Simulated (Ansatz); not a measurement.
# Nb4N: the cost of one run

Program: Ansatz 0.2.0. Level of theory: DFT PBE, scalar-relativistic, plane waves, PAW. These are calculated values, not measurements.

The COD entry's cell or inner coordinates are ideal or old and differ from later refinements, so a difference from it is no clean test against experiment.

2 further runs of the same task are left out: 2 set aside as unsound or not needed.

**1. Starting point**

It takes space group P4mm (No. 99, tetragonal). The conventional cell has a = 3.311 Å, b = 3.311 Å, c = 21.799 Å, α = 90.00°, β = 90.00°, γ = 90.00°. Nb (site symmetry 4mm) is surrounded by 9 Nb at 2.87 to 3.31 Å. Around Nb (site symmetry 4mm) lie 9 Nb at 2.85 to 3.14 Å. Nb (site symmetry 4mm) is surrounded by 8 Nb at 2.79 to 2.85 Å. Nb (site symmetry 4mm) is surrounded by 1 N at 1.98 Å. N (site symmetry 4mm) has 1 Nb at 1.98 Å as nearest neighbours.

Structure file:

```cif
data_structure
_symmetry_space_group_name_H-M 'P 1'
_symmetry_Int_Tables_number 1
_cell_length_a 3.3111
_cell_length_b 3.3111
_cell_length_c 21.7993
_cell_angle_alpha 90.000
_cell_angle_beta 90.000
_cell_angle_gamma 90.000
_cell_volume 239.00
loop_
_atom_site_label
_atom_site_type_symbol
_atom_site_fract_x
_atom_site_fract_y
_atom_site_fract_z
_atom_site_occupancy
Nb1 Nb 0.50000 0.50000 0.18349 1
Nb2 Nb 0.00000 0.00000 0.25944 1
Nb3 Nb 0.50000 0.50000 0.33369 1
Nb4 Nb 0.00000 0.00000 0.40365 1
N1 N 0.00000 0.00000 0.49448 1
```

This is the geometry of the first run shown, built on a cell relaxed beforehand with the same method.

**2. Plan of the line**

Atoms count from 1 in the order of the input.

N is moved along a line over the surface and along the normal, above a rigid substrate.

The axes are (1) position of N5 along the diagonal of the surface cell, from above Nb4: 8 values from 0.00 to 4.10 Å, periodic; (2) height of N5 above the plane of Nb4: 8 values from 0.39 to 4.11 Å.

Nothing else is relaxed. Points are written as (first, second).

**3. Grid point (0.00 Å, 1.98 Å)**

A dipole layer in the vacuum cancels the field that periodic copies would set up if the slab's two faces differ.

The input, input.yaml:

```yaml
crystal:
  lattice:
    - [3.3111160015, 0.0, 0.0]
    - [0.0, 3.3111160015, 0.0]
    - [0.0, 0.0, 21.7993006655]
  atoms:
    - { symbol: Nb, position: [0.5, 0.5, 0.1834921249] }
    - { symbol: Nb, position: [0.0, 0.0, 0.2594375887] }
    - { symbol: Nb, position: [0.5, 0.5, 0.3336918596] }
    - { symbol: Nb, position: [0.0, 0.0, 0.4036505941] }
    - { symbol: "N", position: [0.0, 0.0, 0.494479196], spin: 3.0 }
basis:
  ecutwfc: 420
kpoints:
  mp_grid: { grid: [8, 8, 1] }
hamiltonian:
  xc: pbe
scf:
  occupations: { method: gaussian, width: 0.1 }
output:
  forces: true
  eigenvalues: true
  populations: true
magnetization:
  spin_polarized: true
efield:
  axis: 3
  dipole_correction: true
  ramp_width: 0.04
```

Started as:

```
ansatz run input.yaml --threads 1 --pin off --max-ram 3072MiB --backend cpu --events-out ev --progress --plain --runs-dir out
```

What time and memory should one allow on 1 thread of Arm Neoverse V1, shared host?

About 55 s, with a peak of 0.51 GiB.
